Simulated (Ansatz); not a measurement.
**C2H4BrFSi: one species, many methods**

Aim: compute C2H4BrFSi with functionals from several rungs and with coupled cluster. The yardstick is the atomisation energy at the CCSD(T) limit.

The runs use Ansatz 0.2.0, Gaussian basis; functionals in def2-TZVPP, the program's frozen cores in correlated methods.

Plan: PBE-D4, r2SCAN-D4, PBE0-D4, B3LYP-D4, ωB97X-V, ωB97M-V, B2PLYP; CCSD(T)/def2-TZVPP; MP2/def2-QZVPP; extrapolation to the limit.

### 1 The geometry

The geometry comes from an earlier relaxation with PBE0-D4 in a triple-zeta def2 set; it is a stationary point, not always the lowest conformer.

SMILES `F[Si]1(Br)CC1`, 9 atoms, charge 0, spin multiplicity 1.

Atoms are counted from 1 here; the program's logs count them from 0.

Bond lengths: F1–Si2 1.587 Å, Si2–Br3 2.189 Å, Si2–C4 1.807 Å, Si2–C5 1.807 Å, C4–C5 1.599 Å, C4–H6 1.086 Å, C4–H7 1.085 Å, C5–H8 1.085 Å, C5–H9 1.086 Å. Angles: F1–Si2–Br3 108.8°, F1–Si2–C4 120.5°, F1–Si2–C5 120.5°, Br3–Si2–C4 122.4°, Br3–Si2–C5 122.4°, C4–Si2–C5 52.5°, Si2–C4–C5 63.7°, Si2–C4–H6 120.3°, Si2–C4–H7 121.1°, C5–C4–H6 114.8°, C5–C4–H7 115.4°, H6–C4–H7 112.4°, Si2–C5–C4 63.7°, Si2–C5–H8 121.0°, Si2–C5–H9 120.3°, C4–C5–H8 115.4°, C4–C5–H9 114.8°, H8–C5–H9 112.4°.

### 2 PBE-D4 (GGA)

in.yaml

```yaml
crystal:
  periodic: [false, false, false]
  atoms:
    - {symbol: F, position_ang: [1.094514, 2.057341, -0.216430]}
    - {symbol: Si, position_ang: [0.852338, 0.489352, -0.257153]}
    - {symbol: Br, position_ang: [2.675054, -0.488713, -0.973342]}
    - {symbol: C, position_ang: [-0.795151, -0.176490, -0.583107]}
    - {symbol: C, position_ang: [-0.268571, -0.297029, 0.921395]}
    - {symbol: H, position_ang: [-1.639846, 0.492748, -0.717696]}
    - {symbol: H, position_ang: [-0.924966, -1.117879, -1.107232]}
    - {symbol: H, position_ang: [-0.091121, -1.308512, 1.272407]}
    - {symbol: H, position_ang: [-0.813751, 0.302882, 1.644158]}
basis:
  gaussian: {orbitals: def2-TZVPP}
hamiltonian: {xc: pbe, dispersion: d4}
output: {forces: true, orbitals: {seedname: orbitals}}
```

On the command line:

```sh
> ansatz run in.yaml --threads 4 --pin off --events-out ev --progress --plain --max-ram 10444MiB
```

The runs that follow: r2SCAN-D4 (meta-GGA); PBE0-D4 (hybrid); B3LYP-D4 (hybrid); ωB97X-V (range-separated); ωB97M-V (range-separated); B2PLYP (double hybrid); CCSD(T) in def2-TZVPP; MP2 in def2-QZVPP.

Q: Predict the results of all the runs planned. Wanted: atomisation energy, CCSD(T)/CBS; farthest; mean size of error, hybrid; mean size of error, range-separated; gap, smallest and largest; T1 diagnostic; triples share of the correlation energy.

The runs gave:

```
                               quantity                                           value
        atomisation energy, CCSD(T)/CBS                                  825.1 kcal/mol
functionals within 8.3 kcal/mol (1.0 %)  r2SCAN-D4, PBE0-D4, B3LYP-D4, ωB97X-V, ωB97M-V
                               farthest                         PBE-D4 (+15.0 kcal/mol)
             mean size of error, hybrid                                    4.6 kcal/mol
    mean size of error, range-separated                                    0.4 kcal/mol
              gap, smallest and largest            5.03 eV (PBE-D4), 11.75 eV (ωB97X-V)
                          T1 diagnostic                                          0.0094
triples share of the correlation energy                                           3.6 %
```

PBE-D4 is off by +15.0 kcal/mol. Double hybrids carry the basis error of their MP2 part in triple zeta, and no dispersion term here, so their miss is partly the set-up's. Misses under about 8.3 kcal/mol are within the doubt on the reference itself, which lacks core-valence correlation, relativity and higher excitations, and its outer-core shells are covered unevenly. All levels share the lack of spin-orbit coupling, which lowers the free heavy atoms and so the true binding. Hartree-Fock recovers 74 % of the binding; the rest is correlation. Orbital gaps span 5.0 to 11.7 eV; exact exchange widens them. Correlated methods include outer-core shells of Br, which these sets cover unevenly.
